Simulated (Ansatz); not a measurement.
# SrZn26Se27 (Stilleite): the cost of one run

Computed with Ansatz 0.2.0 (DFT, PBE, plane-wave PAW, default files, scalar-relativistic, unless a step's input says otherwise).

## (1) The system as given

Symmetry: F-43m, No. 216, cubic system. Conventional cell: a = 17.003 Å, b = 17.003 Å, c = 17.003 Å, α = 90.00°, β = 90.00°, γ = 90.00°. Sr (site symmetry -43m) is surrounded by 4 Se at 2.45 Å. Around Zn (site symmetry m) lie 4 Se at 2.45 Å. Zn (site symmetry 3m) is surrounded by 4 Se at 2.45 Å. Zn (site symmetry 2mm) is surrounded by 4 Se at 2.45 Å. Se (site symmetry 3m) has 1 Sr at 2.45 Å and 3 Zn at 2.45 Å as nearest neighbours. Se (site symmetry 2mm) has 4 Zn at 2.45 Å as nearest neighbours. Se (site symmetry m) has 4 Zn at 2.45 Å as nearest neighbours. Only part of the 10 independent sites is listed.

Structure file:

```xyz
54
Lattice="0.0000 8.5014 8.5014 8.5014 0.0000 8.5014 8.5014 8.5014 0.0000" Properties=species:S:1:pos:R:3 pbc="T T T"
Sr    0.0000    0.0000    0.0000
Zn    2.8338    2.8338    0.0000
Zn    5.6676    5.6676    0.0000
Zn    2.8338    0.0000    2.8338
Zn    5.6676    2.8338    2.8338
Zn    8.5014    5.6676    2.8338
Zn    5.6676    0.0000    5.6676
Zn    8.5014    2.8338    5.6676
Zn   11.3352    5.6676    5.6676
Zn    0.0000    2.8338    2.8338
Zn    2.8338    5.6676    2.8338
Zn    5.6676    8.5014    2.8338
Zn    2.8338    2.8338    5.6676
Zn    5.6676    5.6676    5.6676
Zn    8.5014    8.5014    5.6676
Zn    5.6676    2.8338    8.5014
Zn    8.5014    5.6676    8.5014
Zn   11.3352    8.5014    8.5014
Zn    0.0000    5.6676    5.6676
Zn    2.8338    8.5014    5.6676
Zn    5.6676   11.3352    5.6676
Zn    2.8338    5.6676    8.5014
Zn    5.6676    8.5014    8.5014
Zn    8.5014   11.3352    8.5014
Zn    5.6676    5.6676   11.3352
Zn    8.5014    8.5014   11.3352
Zn   11.3352   11.3352   11.3352
Se    1.4169    1.4169    1.4169
Se    4.2507    4.2507    1.4169
Se    7.0845    7.0845    1.4169
Se    4.2507    1.4169    4.2507
Se    7.0845    4.2507    4.2507
Se    9.9183    7.0845    4.2507
Se    7.0845    1.4169    7.0845
Se    9.9183    4.2507    7.0845
Se   12.7521    7.0845    7.0845
Se    1.4169    4.2507    4.2507
Se    4.2507    7.0845    4.2507
Se    7.0845    9.9183    4.2507
Se    4.2507    4.2507    7.0845
Se    7.0845    7.0845    7.0845
Se    9.9183    9.9183    7.0845
Se    7.0845    4.2507    9.9183
Se    9.9183    7.0845    9.9183
Se   12.7521    9.9183    9.9183
Se    1.4169    7.0845    7.0845
Se    4.2507    9.9183    7.0845
Se    7.0845   12.7521    7.0845
Se    4.2507    7.0845    9.9183
Se    7.0845    9.9183    9.9183
Se    9.9183   12.7521    9.9183
Se    7.0845    7.0845   12.7521
Se    9.9183    9.9183   12.7521
Se   12.7521   12.7521   12.7521
```

Atom 1 of the input is the impurity.

## (2) Gradients at the starting positions

Contents of input.yaml:

```yaml
crystal:
  lattice:
    - [0.0, 8.5014, 8.5014]
    - [8.5014, 0.0, 8.5014]
    - [8.5014, 8.5014, 0.0]
  atoms:
    - { symbol: Sr, position: [0.0, 0.0, 0.0] }
    - { symbol: Zn, position: [0.0, 0.0, 0.3333333333] }
    - { symbol: Zn, position: [0.0, 0.0, 0.6666666667] }
    - { symbol: Zn, position: [0.0, 0.3333333333, 0.0] }
    - { symbol: Zn, position: [0.0, 0.3333333333, 0.3333333333] }
    - { symbol: Zn, position: [0.0, 0.3333333333, 0.6666666667] }
    - { symbol: Zn, position: [0.0, 0.6666666667, 0.0] }
    - { symbol: Zn, position: [0.0, 0.6666666667, 0.3333333333] }
    - { symbol: Zn, position: [0.0, 0.6666666667, 0.6666666667] }
    - { symbol: Zn, position: [0.3333333333, 0.0, 0.0] }
    - { symbol: Zn, position: [0.3333333333, 0.0, 0.3333333333] }
    - { symbol: Zn, position: [0.3333333333, 0.0, 0.6666666667] }
    - { symbol: Zn, position: [0.3333333333, 0.3333333333, 0.0] }
    - { symbol: Zn, position: [0.3333333333, 0.3333333333, 0.3333333333] }
    - { symbol: Zn, position: [0.3333333333, 0.3333333333, 0.6666666667] }
    - { symbol: Zn, position: [0.3333333333, 0.6666666667, 0.0] }
    - { symbol: Zn, position: [0.3333333333, 0.6666666667, 0.3333333333] }
    - { symbol: Zn, position: [0.3333333333, 0.6666666667, 0.6666666667] }
    - { symbol: Zn, position: [0.6666666667, 0.0, 0.0] }
    - { symbol: Zn, position: [0.6666666667, 0.0, 0.3333333333] }
    - { symbol: Zn, position: [0.6666666667, 0.0, 0.6666666667] }
    - { symbol: Zn, position: [0.6666666667, 0.3333333333, 0.0] }
    - { symbol: Zn, position: [0.6666666667, 0.3333333333, 0.3333333333] }
    - { symbol: Zn, position: [0.6666666667, 0.3333333333, 0.6666666667] }
    - { symbol: Zn, position: [0.6666666667, 0.6666666667, 0.0] }
    - { symbol: Zn, position: [0.6666666667, 0.6666666667, 0.3333333333] }
    - { symbol: Zn, position: [0.6666666667, 0.6666666667, 0.6666666667] }
    - { symbol: Se, position: [0.0833333333, 0.0833333333, 0.0833333333] }
    - { symbol: Se, position: [0.0833333333, 0.0833333333, 0.4166666667] }
    - { symbol: Se, position: [0.0833333333, 0.0833333333, 0.75] }
    - { symbol: Se, position: [0.0833333333, 0.4166666667, 0.0833333333] }
    - { symbol: Se, position: [0.0833333333, 0.4166666667, 0.4166666667] }
    - { symbol: Se, position: [0.0833333333, 0.4166666667, 0.75] }
    - { symbol: Se, position: [0.0833333333, 0.75, 0.0833333333] }
    - { symbol: Se, position: [0.0833333333, 0.75, 0.4166666667] }
    - { symbol: Se, position: [0.0833333333, 0.75, 0.75] }
    - { symbol: Se, position: [0.4166666667, 0.0833333333, 0.0833333333] }
    - { symbol: Se, position: [0.4166666667, 0.0833333333, 0.4166666667] }
    - { symbol: Se, position: [0.4166666667, 0.0833333333, 0.75] }
    - { symbol: Se, position: [0.4166666667, 0.4166666667, 0.0833333333] }
    - { symbol: Se, position: [0.4166666667, 0.4166666667, 0.4166666667] }
    - { symbol: Se, position: [0.4166666667, 0.4166666667, 0.75] }
    - { symbol: Se, position: [0.4166666667, 0.75, 0.0833333333] }
    - { symbol: Se, position: [0.4166666667, 0.75, 0.4166666667] }
    - { symbol: Se, position: [0.4166666667, 0.75, 0.75] }
    - { symbol: Se, position: [0.75, 0.0833333333, 0.0833333333] }
    - { symbol: Se, position: [0.75, 0.0833333333, 0.4166666667] }
    - { symbol: Se, position: [0.75, 0.0833333333, 0.75] }
    - { symbol: Se, position: [0.75, 0.4166666667, 0.0833333333] }
    - { symbol: Se, position: [0.75, 0.4166666667, 0.4166666667] }
    - { symbol: Se, position: [0.75, 0.4166666667, 0.75] }
    - { symbol: Se, position: [0.75, 0.75, 0.0833333333] }
    - { symbol: Se, position: [0.75, 0.75, 0.4166666667] }
    - { symbol: Se, position: [0.75, 0.75, 0.75] }
kpoints:
  mp_grid: { grid: [2, 2, 2] }
scf:
  occupations: { method: fermi_dirac, width: 0.01 }
hamiltonian:
  xc: pbe
  pseudopotentials: { kind: paw }
output:
  forces: true
  stress: true
  populations: true
  efg:
    quadrupole_moments_barn: { Sr: 0.305, Zn: 0.122 }
    contact_densities: true
```

Command:

```bash
$ ansatz run input.yaml --threads 4 --pin off --max-ram 8192MiB --backend cpu --events-out ev --progress --plain --runs-dir out
```

**Question.** How long does this run take on 4 threads of Arm Neoverse V1, shared host, and how much memory does it need?

About 85 s, with a peak of 5.7 GiB.
